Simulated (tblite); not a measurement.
# C5H9ClS2Si: the cost of one run

Computed with tblite 0.8.0 and PySCF 2.14.0, with density-fitted response routines of our own, on a single molecule in the gas phase. Atoms are numbered from 0 throughout.

**1. Starting geometry**

18 atoms, charge 0, multiplicity 1; geometry from: force field or distance geometry start.

Bonds of the start (Å): C0–C1 1.50, C1–C2 1.33, C2–Cl3 1.76, C1–Si4 1.81, Si4–S5 2.16, S5–C6 1.82, C6–C7 1.50, C7–S8 1.83, S8–Si4 2.17, C0–H9 1.10, C0–H10 1.14, C0–H11 1.09, C2–H12 1.10, Si4–H13 1.48, C6–H14 1.11, C6–H15 1.10, C7–H16 1.09, C7–H17 1.11.

**2. Relaxing the molecule with GFN2-xTB**

The job: settings as JSON, then the geometry in Å.

```
{"job": {"kind": "relax", "xc": "GFN2-xTB", "basis": "xTB"}, "charge": 0, "multiplicity": 1}
C     -2.339400    -1.056200    -0.241600
C     -1.739700     0.302100    -0.026300
C     -2.498900     1.246400     0.515000
Cl    -1.843900     2.859200     0.787900
Si    -0.017300     0.685200    -0.418000
S      1.130300    -1.005400    -1.114300
C      2.398300    -1.092400     0.189300
C      2.749500     0.292200     0.642800
S      1.217900     1.030400     1.326700
H     -2.747200    -1.051700    -1.266400
H     -3.217000    -1.211400     0.461300
H     -1.597100    -1.823800    -0.047500
H     -3.542300     1.018700     0.766700
H      0.160400     1.812500    -1.355000
H      2.045500    -1.657800     1.075100
H      3.320100    -1.547500    -0.209500
H      3.563900     0.301000     1.373600
H      2.947900     0.904800    -0.265700
```

Run with:

```bash
> OMP_NUM_THREADS=1 python probes_run.py task.json out
```

One launch serves the whole session: the jobs run in the order shown.

**Question.** How long does this first job take on 1 thread of Arm Neoverse N1, shared host?

About 2.5 s.
